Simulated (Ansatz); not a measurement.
Write a Python script for the Ansatz DFT code, driven from Python that makes a convergence test of the plane-wave cutoff of Cs, space group Im-3m. Level of theory (first run): LDA, PAW, cutoff 300 eV, 7×7×7 k-points, Fermi-Dirac smearing of 0.1 eV. The script varies cutoff (eV): 300, 375, 450, 525.

```cif
data_structure
_symmetry_space_group_name_H-M 'P 1'
_symmetry_Int_Tables_number 1
_cell_length_a 5.2542
_cell_length_b 5.2542
_cell_length_c 5.2542
_cell_angle_alpha 109.471
_cell_angle_beta 109.471
_cell_angle_gamma 109.471
_cell_volume 111.66
loop_
_atom_site_label
_atom_site_type_symbol
_atom_site_fract_x
_atom_site_fract_y
_atom_site_fract_z
_atom_site_occupancy
Cs1 Cs 0.00000 0.00000 0.00000 1
```

`ecut_cs.py`:
```python
# -*- coding: utf-8 -*-
"""Cutoff test for Cs."""

import ansatz as az

FILLING = "fermi_dirac"
MESH = (7, 7, 7)
XC = "LDA"

lattice = az.Lattice.of(
    [-3.0335, 3.0335, 3.0335],
    [3.0335, -3.0335, 3.0335],
    [3.0335, 3.0335, -3.0335],
)
sites = [
    ("Cs", [0.0, 0.0, 0.0]),
]
cell = az.Crystal(lattice=lattice)
for symbol, position in sites:
    cell = cell.atom(symbol, position)

job = (
    cell.calculation()
    .occupations(FILLING, width=100 * az.meV)
    .kpoints(*MESH, center="gamma")
    .functional(XC)
)

rows = []
for value in [300, 375, 450, 525]:
    summary = job.basis(value).run(threads=1).report
    rows.append((value, summary["free_energy_ev"] / len(summary["lattice"]["sites"]), summary["n_iterations"], summary["n_pw"]))

print(" cutoff (eV)   F/atom (eV)    iterations   plane waves")
for row in rows:
    print(f"{str(row[0]):>12s}  {row[1]:12.5f}  {row[2]:12d}  {row[3]:12d}")

# differences from the last row
for row in rows[:-1]:
    shift = 1000 * (row[1] - rows[-1][1])
    print(f"{row[0]}: {shift:+.2f} meV/atom" + ("  (within 5 meV)" if abs(shift) < 5 else ""))
```

`python ecut_cs.py` gives:
```text
DeckWarning: basis.ecutwfc = 300 eV is below the records' recommended 420 eV, and the density's cutoff is lower with it unless basis.ecutrho_ratio is high enough to keep the records' density cutoff: compare with a run at a higher cutoff
DeckWarning: basis.ecutwfc = 375 eV is below the records' recommended 420 eV, and the density's cutoff is lower with it unless basis.ecutrho_ratio is high enough to keep the records' density cutoff: compare with a run at a higher cutoff
 cutoff (eV)   F/atom (eV)    iterations   plane waves
         300   -5504.86244             6          1289
         375   -5504.87188             6          1865
         450   -5504.87216             6          2491
         525   -5504.87225             6          3055
300: +9.81 meV/atom
375: +0.36 meV/atom  (within 5 meV)
450: +0.09 meV/atom  (within 5 meV)
```
(Warnings from the package without file and line.)

From 375 eV on it stays within 5 meV an atom of the value at 525 eV; the first row (300 eV) is off by 9.8 meV and the last but one by 0.09 meV. The energy falls steadily, as expected when plane waves are added.

Caveats:
- For a metal this k-point mesh is coarse: on a finer one energies can move by several to tens of meV an atom and pressures by half a GPa or more, differences at one mesh by less.
- Shifts are counted from the last row, which is itself no proven limit.
- Hardware and time: 4.2 s on 1 thread of Arm Neoverse V2, with other jobs on the host, peak memory 0.39 GiB.
